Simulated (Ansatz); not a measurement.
A first try at relaxations under a series of pressures of KZnF3, space group Pm-3m, using the Ansatz DFT code, driven from Python.

`compress_kznf3.py`
```python
'''Volume and enthalpy of KZnF3 against pressure.'''

from dataclasses import dataclass

import ansatz as az
from ase import Atoms
import numpy as np


@dataclass
class RunConfig:
    cutoff: int = 470
    xc: str = 'pbe'
    mixing_beta: float = 0.001
    max_iterations: int = 70


cfg = RunConfig()

def edges_and_angles(cell):
    cell = np.asarray(cell)
    a, b, c = np.linalg.norm(cell, axis=1)
    cosines = cell[1] @ cell[2] / (b * c), cell[0] @ cell[2] / (a * c), cell[0] @ cell[1] / (a * b)
    return (a, b, c, *np.degrees(np.arccos(cosines)))

atoms = Atoms(
    ['K', 'Zn', 'F', 'F', 'F'],
    scaled_positions=[
        [0.0, 0.0, 0.0],
        [0.5, 0.5, 0.5],
        [0.5, 0.5, 0.0],
        [0.0, 0.5, 0.5],
        [0.5, 0.0, 0.5],
    ],
    cell=[
        [4.05, 0.0, 0.0],
        [0.0, 4.05, 0.0],
        [0.0, 0.0, 4.05],
    ],
    pbc=True,
)
xtal = az.Crystal.from_ase(atoms)

base = (
    xtal.calculation()
    .basis(cfg.cutoff)
    .occupations(az.OccupationsMethod.FIXED)  # no smearing
    .kpoints(4)
    .functional(cfg.xc)
    .mixing('anderson', beta=cfg.mixing_beta, ndim=1)
    .scf(max_iterations=cfg.max_iterations)
)

# H = F + PV, with 1 GPa A^3 = 1/160.21766 eV
rows = []
for pressure in [0, 10, 20, 30, 40]:
    done = base.relax(cell=True, pressure=pressure, force_tolerance=0.03, max_steps=30).run()
    cell = done.lattice.cell_ang
    n_atoms = len(done.lattice.sites)
    volume = abs(np.linalg.det(cell)) / n_atoms
    enthalpy = done.report['free_energy_ev'] / n_atoms + pressure * volume / 160.21766
    rows.append((pressure, volume, enthalpy, *edges_and_angles(cell)))
    print(f'{pressure} GPa done: {volume:.4f} A^3/atom')

print(' P (GPa)  V (A^3/atom)  H (eV/atom)     a       b       c')
for row in rows:
    print('{:8.1f} {:12.4f} {:14.5f} {:7.4f} {:7.4f} {:7.4f}'.format(*row[:6]))
p, v = np.array([row[0] for row in rows], float), np.array([row[1] for row in rows])
print('mean bulk modulus between rows (GPa):', np.round(-np.diff(p) / np.diff(np.log(v)), 1))
```

```console
$ python compress_kznf3.py
Traceback (most recent call last):
  File "compress_kznf3.py", line 57, in <module>
    done = base.relax(cell=True, pressure=pressure, force_tolerance=0.03, max_steps=30).run()
  ...
ansatz.NonConvergedError: did not converge after 70 iterations: onsite_residual = 1.50e-4 (threshold 1.00e-7), under the density mixer `anderson`; at k-index 0, counted from 0 in this SCF's own list of k-points, the highest band that the last eigensolve's fill by count filled, 2.402674 eV, and the lowest that it left empty, 8.089086 eV, lay 5.686e0 eV apart, the closest at any k-point: where those lie closer than the levels still move from one iteration to the next, and no symmetry of the run holds them equal, such a fill need not settle, and opposed starting moments at zero total moment, or else a narrow smearing, may settle it (`scf.occupations.method`, Limitations, in the input reference); raise `scf.max_iter`, which need not help a stalled SCF, or adjust the mixing (`scf.mixing`) or, under a smearing, its width (`scf.occupations.width`, in either direction: another width is another result); this SCF holds its density and magnetisation to the symmetry operations that it keeps, and cannot end on a state that breaks one of them: if the state sought breaks one, re-run with `crystal.symmetry.detect: false`, without `crystal.symmetry.time_reversal: true`, on a non-collinear deck [...]
```
(Library frames cut from the traceback.)

Why does it end like this?

The fault: the mixing step is far too small. Mended:

```diff
--- before
+++ after
@@ -13,3 +13,2 @@
     xc: str = 'pbe'
-    mixing_beta: float = 0.001
     max_iterations: int = 70
@@ -49,3 +48,2 @@
     .functional(cfg.xc)
-    .mixing('anderson', beta=cfg.mixing_beta, ndim=1)
     .scf(max_iterations=cfg.max_iterations)
```

With that change:

```console
$ python compress_kznf3.py
0 GPa done: 14.0637 A^3/atom
10 GPa done: 12.5952 A^3/atom
20 GPa done: 11.6839 A^3/atom
30 GPa done: 11.0282 A^3/atom
40 GPa done: 10.5175 A^3/atom
 P (GPa)  V (A^3/atom)  H (eV/atom)     a       b       c
     0.0      14.0637    -1457.26533  4.1275  4.1275  4.1275
    10.0      12.5952    -1456.43796  3.9786  3.9786  3.9786
    20.0      11.6839    -1455.68216  3.8802  3.8802  3.8802
    30.0      11.0282    -1454.97439  3.8062  3.8062  3.8062
    40.0      10.5175    -1454.30265  3.7465  3.7465  3.7465
mean bulk modulus between rows (GPa): [ 90.7 133.1 173.1 210.9]
```

Reading the output:
- Total energies depend on the potentials; only differences at equal settings carry meaning.
- At a fixed pressure a relaxation lowers the enthalpy F + PV, while F alone can rise.
- The starting cell is as deposited in a crystallographic database; the results hold for this polymorph, which needn't be the stable one.
- Symmetry holds the cell in this phase, whether or not it is the stable one at each pressure.
- Finished in 28 s on 1 thread of Arm Neoverse V2, with other jobs on the host, peak memory 0.41 GiB.

(Lines on the test bed's own set-up are left out of the output.)
